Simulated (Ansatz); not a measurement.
This was printed by a script on Ansatz's Python interface, for a comparison of functionals at one structure of CaB2, space group P6/mmm. What did the script look like? Settings (first run): PBE, PAW, cutoff 381 eV, 8×8×6 k-points, Gaussian smearing of 0.01 eV. The script varies functional: pbe, lda, rpbe, r2scan, revpbe.

```yaml
crystal:
  lattice:
    - [3.22643, 0.00000, 0.00000]
    - [-1.61322, 2.79417, 0.00000]
    - [0.00000, 0.00000, 4.06739]
  atoms:
    - { symbol: Ca, position: [0.00000, 0.00000, 0.00000] }
    - { symbol: B, position: [0.33333, 0.66667, 0.50000] }
    - { symbol: B, position: [0.66667, 0.33333, 0.50000] }
```

`python cab2.py` gives:
```text
DeckWarning: basis.ecutwfc = 380.959407443832 eV is below the records' recommended 420 eV, and the density's cutoff is lower with it unless basis.ecutrho_ratio is high enough to keep the records' density cutoff: compare with a run at a higher cutoff
DeckWarning: output.stress: scf.convergence.dr2_threshold = 1e-6 eV is looser than the 3e-10 eV advised for a printed stress (1e-10 eV for each atom of the cell: 3). What an SCF threshold leaves in a [...]
DeckWarning: basis.ecutwfc = 380.959407443832 eV is below the records' recommended 500 eV, and the density's cutoff is lower with it unless basis.ecutrho_ratio is high enough to keep the records' density cutoff: compare with a run at a higher cutoff
  functional   F/atom (eV)    iterations       P (GPa)  gap by band count (eV)      k-points
         pbe    -709.70307             6        -0.346                  -1.601            40
         lda    -690.91426             7        -6.933                  -1.553            40
        rpbe    -711.84587             6         2.702                  -1.621            40
      r2scan    -711.79754             6        -0.243                  -1.740            40
      revpbe    -711.24880             6         1.984                  -1.617            40
```
(Warnings from the package without file and line, shortened.)

The script that was run (others could print the same):

The script, `cab2.py`:
```python
import ansatz as az

lattice = az.Lattice.of(
    (3.22643, 0.0, 0.0),
    (-1.61322, 2.79417, 0.0),
    (0.0, 0.0, 4.06739),
)
sites = [
    ('Ca', (0.0, 0.0, 0.0)),
    ('B', (1 / 3, 2 / 3, 0.5)),
    ('B', (2 / 3, 1 / 3, 0.5)),
]
crystal = az.Crystal(lattice=lattice)
for symbol, position in sites:
    crystal = crystal.atom(symbol, position)

base = (
    crystal.calculation()
    .basis(28 * az.Ry, density_ratio=8)
    .kpoints(8, 8, 6, center='gamma')
    .occupations('gaussian', width=0.01)
    .scf(tolerance=1e-06)
    .stress()
    .band_table()
)

rows = []
for value in ['pbe', 'lda', 'rpbe', 'r2scan', 'revpbe']:
    summary = base.functional(value).run().report
    rows.append((value, summary['free_energy_ev'] / len(summary['lattice']['sites']), summary['n_iterations'], sum(summary['stress_gpa'][i][i] for i in range(3)) / 3, summary['gap_by_band_count_ev'], summary['n_kpoints']))

print('  functional   F/atom (eV)    iterations       P (GPa)  gap by band count (eV)      k-points')
for row in rows:
    print(f'{str(row[0]):>12s}  {row[1]:12.5f}  {row[2]:12d}  {row[3]:12.3f}  {row[4]:22.3f}  {row[5]:12d}')
```

Notes:
- The cutoff lies under the one recommended for these potentials.
- Under the recommended cutoff a pressure can be off by several GPa, even in sign.
- For a metal this k-point mesh is coarse: on a finer one energies can move by several to tens of meV an atom and pressures by half a GPa or more, differences at one mesh by less.
- A gap by band count of zero or less means overlapping bands, a metal.
- Pressure is positive in compression.
- This cell is a computed structure, which may not be the phase found in nature.
- Gaps and levels are Kohn-Sham values on a finite set of k-points.
- Total energies of different functionals can't be compared; pressures, moments and gaps at this one structure can.

(Lines on the test bed's own set-up are left out of the output.)
